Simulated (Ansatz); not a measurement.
# CH₇BN₂: vertical ionisation energy

How much energy removes an electron from CH₇BN₂ at fixed geometry? The cation is run at each level and the neutral's energy taken from earlier runs.

Computed with Ansatz 0.2.0, Gaussian basis. Level: unrestricted cation, the program's frozen cores in correlated methods.

Plan: UKS PBE-D4/def2-TZVPP; UKS r2SCAN-D4/def2-TZVPP; UKS PBE0-D4/def2-TZVPP; UKS B3LYP-D4/def2-TZVPP; UKS wB97X-V/def2-TZVPP; UKS wB97M-V/def2-TZVPP; UKS B2PLYP/def2-TZVPP; UHF-CCSD(T)/def2-TZVPP; UHF-MP2/def2-QZVPP; extrapolation to the limit; then −ε(HOMO) from the neutral's earlier runs with LDA (SPW92), PBE-D4, revPBE-D4, BLYP-D4, r2SCAN-D4, B97M-V, PBE0-D4, B3LYP-D4, r2SCANh-D4, r2SCAN0-D4, HSE06-D4, BHLYP-D4, CAM-B3LYP-D4, LC-ωPBE, ωB97X-V, ωB97M-V.

## Step 1: The geometry

All runs share one geometry, relaxed beforehand with PBE0-D4 in a triple-zeta def2 set.

SMILES `CB(N)N`, 11 atoms, charge 0, spin multiplicity 1.

Atoms are counted from 1 here; the program's logs count them from 0.

Bond lengths: C1–B2 1.582 Å, C1–H5 1.093 Å, C1–H6 1.093 Å, C1–H7 1.096 Å, B2–N3 1.416 Å, B2–N4 1.416 Å, N3–H8 1.004 Å, N3–H9 1.003 Å, N4–H10 1.003 Å, N4–H11 1.004 Å. Angles: B2–C1–H5 112.5°, B2–C1–H6 112.6°, B2–C1–H7 110.2°, H5–C1–H6 107.5°, H5–C1–H7 106.8°, H6–C1–H7 106.9°, C1–B2–N3 119.8°, C1–B2–N4 119.8°, N3–B2–N4 120.4°, B2–N3–H8 124.4°, B2–N3–H9 122.1°, H8–N3–H9 113.6°, B2–N4–H10 122.1°, B2–N4–H11 124.4°, H10–N4–H11 113.6°.

## Step 2: Cation, UKS PBE-D4/def2-TZVPP

in.yaml

```yaml
crystal:
  periodic: [false, false, false]
  atoms:
    - {symbol: C, position_ang: [-0.697561, 1.164635, -0.169785]}
    - {symbol: B, position_ang: [0.096750, -0.189534, 0.023958]}
    - {symbol: N, position_ang: [0.158876, -0.791874, 1.303728]}
    - {symbol: N, position_ang: [0.762532, -0.778348, -1.078123]}
    - {symbol: H, position_ang: [-1.103049, 1.271739, -1.179475]}
    - {symbol: H, position_ang: [-1.529909, 1.266586, 0.531722]}
    - {symbol: H, position_ang: [-0.033850, 2.019921, -0.001748]}
    - {symbol: H, position_ang: [0.670155, -1.631087, 1.510919]}
    - {symbol: H, position_ang: [-0.304845, -0.397736, 2.100710]}
    - {symbol: H, position_ang: [0.733210, -0.374589, -1.995558]}
    - {symbol: H, position_ang: [1.312993, -1.616713, -1.025747]}
basis:
  gaussian: {orbitals: def2-TZVPP}
total_charge: 1
magnetization: {spin_polarized: true, initial_magnetization: 1}
hamiltonian: {xc: pbe, dispersion: d4}
```

Launch:

```console
$ ansatz run in.yaml --threads 2 --pin off --events-out ev --progress --plain --max-ram 22528MiB --backend cpu
```

Further steps of the session: Cation, UKS r2SCAN-D4/def2-TZVPP; Cation, UKS PBE0-D4/def2-TZVPP; Cation, UKS B3LYP-D4/def2-TZVPP; Cation, UKS wB97X-V/def2-TZVPP; Cation, UKS wB97M-V/def2-TZVPP; Cation, UKS B2PLYP (frozen core)/def2-TZVPP; Cation, UHF-CCSD(T)/def2-TZVPP; Cation, UHF-MP2/def2-QZVPP.

**Question.** What will the summary of the whole plan be? Wanted: ionisation energy, CCSD(T)/CBS; nearest functional by difference; nearest −ε(HOMO); −ε(HOMO) of PBE; T1 of the cation.

As calculated:

```
                        quantity               value
  ionisation energy, CCSD(T)/CBS             9.41 eV
nearest functional by difference  ωB97X-V (-0.18 eV)
                nearest −ε(HOMO)  LC-ωPBE (+0.19 eV)
                 −ε(HOMO) of PBE             5.35 eV
                T1 of the cation               0.035
```

In words: By cation minus neutral, the functionals miss by 0.57 eV at most. −ε(HOMO) of PBE misses by 4.1 eV, since self-interaction lifts the level. Among orbital estimates LC-ωPBE comes nearest. Hartree-Fock falls 1.16 eV short, as the neutral has more correlation energy than the cation. The cation's T1 (from the report) is 0.035, near the customary mark of 0.045 for open shells, so the coupled-cluster value is less safe.
